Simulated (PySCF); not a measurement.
**AlBHSeF (SMILES F[B]1[AlH][Se]1): a chain of runs**

Wanted: a structure relaxation (SVWN5/pc-0), then a single-point energy (MP2/3-21G), then quasiparticle levels (G0W0/aug-pc-1) of AlBHSeF. 

Program for the calculation: PySCF 2.14.0.

1 further run of the same task is left out (for a faulty analytic Hessian).

## Step 1: Starting point

AlBHSeF: 5 atoms, total charge 0, spin state singlet. As SMILES, `F[B]1[AlH][Se]1`. Geometry: a rough force-field guess. The run starts from this shape.

Bond lengths: F1–B2 1.420 Å, B2–Al3 2.187 Å, B2–Se4 2.071 Å, Al3–Se4 2.176 Å, Al3–H5 1.591 Å. Angles: F1–B2–Al3 143.7°, F1–B2–Se4 149.8°, Al3–B2–Se4 61.4°, B2–Al3–Se4 56.7°, B2–Se4–Al3 61.9°, B2–Al3–H5 135.8°, Se4–Al3–H5 156.3°.

## Step 2: A geometry optimisation at SVWN5/pc-0 (SS(V)PE chlorobenzene) (run 1)

Contents of job.py:

```python
from pyscf import gto, dft, solvent
from pyscf.geomopt.geometric_solver import kernel as optimise

molecule = gto.M(
    atom='''
F     -1.340700    -0.797300     1.757800
B     -0.418100    -0.736100     0.679600
Al     0.737200     0.632700    -0.574500
Se     0.198800    -1.384700    -1.188100
H      0.872600     2.211900    -0.716200
''',
    verbose=3,
    basis='pc-0',
    max_memory=1860,
)

mf = dft.RKS(molecule)
mf.xc = 'svwn'
mf = mf.PCM()
mf.with_solvent.method = 'SS(V)PE'
mf.with_solvent.eps = 5.6968
converged, mol_eq = optimise(mf, maxsteps=100)
print('converged:', converged)
print(mol_eq.tostring())

mf.reset(mol_eq)
molecule = mol_eq
mf.kernel()
etot = mf.e_tot
print('E(%s) = %.9f' % ('SVWN5', etot))
```

Run with:

```console
OMP_NUM_THREADS=1 python job.py
```

The program printed:

```text
maxiter                   100
[... 65 lines left out ...]
Step    0 : Gradient = 5.975e-02/7.716e-02 (rms/max) Energy = -2761.6811144311
[... 86 lines left out ...]
WARN: PCM is an experimental feature. It is still in testing.
[... 13 lines left out ...]
Failed inverse iteration - checking coordinate system
[... 5 lines left out ...]
Warning: OutOfPlane atoms are the same, ordering is different
[... 76 lines left out ...]
converged SCF energy = -2761.73269871573
[... 96 lines left out ...]
WARN: PCM is an experimental feature. It is still in testing.
[... 77 lines left out ...]
converged SCF energy = -2761.73276184533
[... 86 lines left out ...]
Converged! =D
[... 1 line left out ...]
converged: True
F          -1.27739214       -1.01889479        1.75614131
B          -0.56124018       -0.53406876        0.71971351
Al          0.44012399        0.87059027       -0.32075961
Se          0.06882767       -1.43547214       -0.92054547
H           1.21815990        2.04483969       -1.08772871

WARN: PCM is an experimental feature. It is still in testing.
Features and APIs may be changed in the future.

converged SCF energy = -2761.7327681373
E(SVWN5) = -2761.732768137
```

Wall time 7.6 min (1 thread of Intel Xeon at 2.50GHz (Skylake/Cascade Lake), shared host); peak memory 0.35 GiB.

The path in brief:

```tsv
step	energy from the first frame kept (eV)	largest force (eV/Å)
0	0.0000	3.9678
1	-0.9549	1.4551
2	-1.2366	0.7871
3	-1.3276	0.5320
4	-1.2833	0.9563
5	-1.3917	0.3554
6	-1.4000	0.1767
7	-1.4037	0.1246
8	-1.4043	0.0748
9	-1.4048	0.0116
10	-1.4049	0.0219
11	-1.4051	0.0365
12	-1.4052	0.0335
13	-1.4053	0.0212
14	-1.4054	0.0200
15	-1.4055	0.0201
16	-1.4056	0.0096
17	-1.4056	0.0072
```

After the run. Bond lengths: F1–B2 1.350 Å, B2–Al3 2.015 Å, B2–Se4 1.975 Å, Al3–Se4 2.412 Å, Al3–H5 1.604 Å. Angles: F1–B2–Al3 155.6°, F1–B2–Se4 130.0°, Al3–B2–Se4 74.4°, B2–Al3–Se4 52.1°, B2–Se4–Al3 53.6°, B2–Al3–H5 177.0°, Se4–Al3–H5 131.0°.

## Step 3: The energy at MP2/3-21G (run 3)

Contents of input.xyz:

```xyz
5
AlBFHSe
F     -1.277392    -1.018895     1.756141
B     -0.561240    -0.534069     0.719714
Al     0.440124     0.870590    -0.320760
Se     0.068828    -1.435472    -0.920545
H      1.218160     2.044840    -1.087729
```

Contents of input.py:

```python
from pyscf import gto, mp

mol = gto.Mole()
mol.atom = 'input.xyz'
mol.max_memory = 1860
mol.charge = 0
mol.cart = True
mol.basis = '3-21g'
mol.spin = 0
mol.verbose = 4
mol.build()

mf = mol.RHF()
mf.kernel()

pt = mp.MP2(mf).run()
e_final = pt.e_tot
print('E(%s) = %.9f' % ('MP2', e_final))
mf.analyze()
```

Run with:

```console
OMP_NUM_THREADS=1 python input.py
```

The program printed:

```text
PySCF version 2.14.0

[... 77 lines left out ...]
DFT Exchange-Correlation Energy =     -117.885826987222572
[... 9 lines left out ...]
MO #8   energy= -8.84338157944214  occ= 2
[... 7 lines left out ...]
MO #16  energy= -3.21646572357556  occ= 2
[... 7 lines left out ...]
MO #24  energy= -0.745328934765947 occ= 2
[... 7 lines left out ...]
MO #32  energy= 0.0128194227860305 occ= 0
[... 7 lines left out ...]
MO #40  energy= 0.358008015717328  occ= 0
[... 7 lines left out ...]
MO #48  energy= 0.819660336868868  occ= 0
[... 7 lines left out ...]
MO #56  energy= 18.1054458463431   occ= 0
[... 64 lines left out ...]
Dipole moment(X, Y, Z, Debye):  1.01424,  3.37427,  0.02280
```

Wall time 4.2 s (1 thread of Intel Xeon at 2.50GHz (Skylake/Cascade Lake), shared host); peak memory 0.14 GiB.

## Step 4: Quasiparticle levels at G0W0/aug-pc-1 (run 4)

Contents of run.py:

```python
# F[B]1[AlH][Se]1
from pyscf import gto, scf, gw

mol = gto.Mole()
mol.atom = '''
F     -1.277392    -1.018895     1.756141
B     -0.561240    -0.534069     0.719714
Al     0.440124     0.870590    -0.320760
Se     0.068828    -1.435472    -0.920545
H      1.218160     2.044840    -1.087729
'''
mol.max_memory = 1860
mol.basis = 'aug-pc-1'
mol.verbose = 4
mol.charge = 0
mol.build()

myscf = scf.RHF(mol)
myscf.kernel()

etot = myscf.e_tot
print(f'total energy: {etot:.8f} hartree')

nocc = mol.nelec[0]
orbs = list(range(max(0, nocc - 4), min(mol.nao, nocc + 4)))
mygw = gw.GW(myscf, freq_int='ac')
mygw.orbs = orbs
mygw.kernel()
print('orbital   mean field (eV)   quasiparticle (eV)')
for p in orbs:
    print('%4d %12.4f %12.4f' % (p + 1, myscf.mo_energy[p] * 27.211386, mygw.mo_energy[p] * 27.211386))
```

Run with:

```console
OMP_NUM_THREADS=1 python run.py
```

The program printed:

```text
PySCF version 2.14.0

[... 61 lines left out ...]
converged SCF energy = -2766.37571748481
total energy: -2766.37571748 hartree
[... 24 lines left out ...]
WARN: Even tempered Gaussians are generated as DF auxbasis for  H B Se F Al
[... 5 lines left out ...]
off-diagonal self-energy = False
[... 2 lines left out ...]
outcore for self-energy= False
[... 3 lines left out ...]
imaginary frequency cutoff = 5.0
[... 6 lines left out ...]
Starting get_sigma_diag main loop with 100 frequency points.
   0    1    2    3    4    5    6    7    8    9   10   11
  12   13   14   15   16   17   18   19   20   21   22   23
  24   25   26   27   28   29   30   31   32   33   34   35
  36   37   38   39   40   41   42   43   44   45   46   47
  48   49   50   51   52   53   54   55   56   57   58   59
  60   61   62   63   64   65   66   67   68   69   70   71
  72   73   74   75   76   77   78   79   80   81   82   83
  84   85   86   87   88   89   90   91   92   93   94   95
  96   97   98   99
Finished get_sigma_diag main loop.

WARN: GW QP energies may not be sorted from min to max

orbital   mean field (eV)   quasiparticle (eV)
  28     -14.0680     -13.4908
  29     -10.8445     -10.3998
  30      -9.9398      -9.6725
[... 4 lines of this table left out ...]
  35       1.0274       0.8365
```

It took 79 s on 1 thread of Intel Xeon at 2.50GHz (Skylake/Cascade Lake), shared host; peak memory 0.55 GiB.

## Step 5: Outcome

```
                                                   quantity           value
                 run 1, SVWN5/pc-0: total energy at the end  -2761.73277 Eh
                           run 1, SVWN5/pc-0: dipole moment          1.98 D
                             run 1, SVWN5/pc-0: HOMO energy        -5.36 eV
                             run 1, SVWN5/pc-0: LUMO energy        -2.51 eV
                           run 1, SVWN5/pc-0: HOMO–LUMO gap         2.85 eV
              run 1, SVWN5/pc-0: solvent term in the energy    -10.2 kJ/mol
                             run 3, MP2/3-21G: total energy  -2753.42843 Eh
     run 3, MP2/3-21G: dipole moment (Hartree–Fock density)          3.52 D
      run 3, MP2/3-21G: HOMO energy (Hartree–Fock orbitals)        -8.88 eV
      run 3, MP2/3-21G: LUMO energy (Hartree–Fock orbitals)         0.35 eV
    run 3, MP2/3-21G: HOMO–LUMO gap (Hartree–Fock orbitals)         9.23 eV
                       run 3, MP2/3-21G: correlation energy      -270.7 mEh
    run 4, G0W0/aug-pc-1: ground-state or mean-field energy  -2766.37572 Eh
 run 4, G0W0/aug-pc-1: dipole moment (Hartree–Fock density)          3.18 D
  run 4, G0W0/aug-pc-1: HOMO energy (Hartree–Fock orbitals)        -9.07 eV
  run 4, G0W0/aug-pc-1: LUMO energy (Hartree–Fock orbitals)         0.22 eV
run 4, G0W0/aug-pc-1: HOMO–LUMO gap (Hartree–Fock orbitals)         9.28 eV
                   run 4, G0W0/aug-pc-1: quasiparticle HOMO        -8.84 eV
                   run 4, G0W0/aug-pc-1: quasiparticle LUMO        -0.24 eV
```

The optimisation (run 1, SVWN5/pc-0) took 17 steps and changed the energy by -1.406 eV. Mulliken charges (run 1, SVWN5/pc-0) run from -0.18 on B2 to +0.40 on Al3; they depend strongly on the basis. Mulliken charges (run 3, MP2/3-21G) of the mean-field density run from -0.36 on F1 to +0.75 on Al3; they depend strongly on the basis.
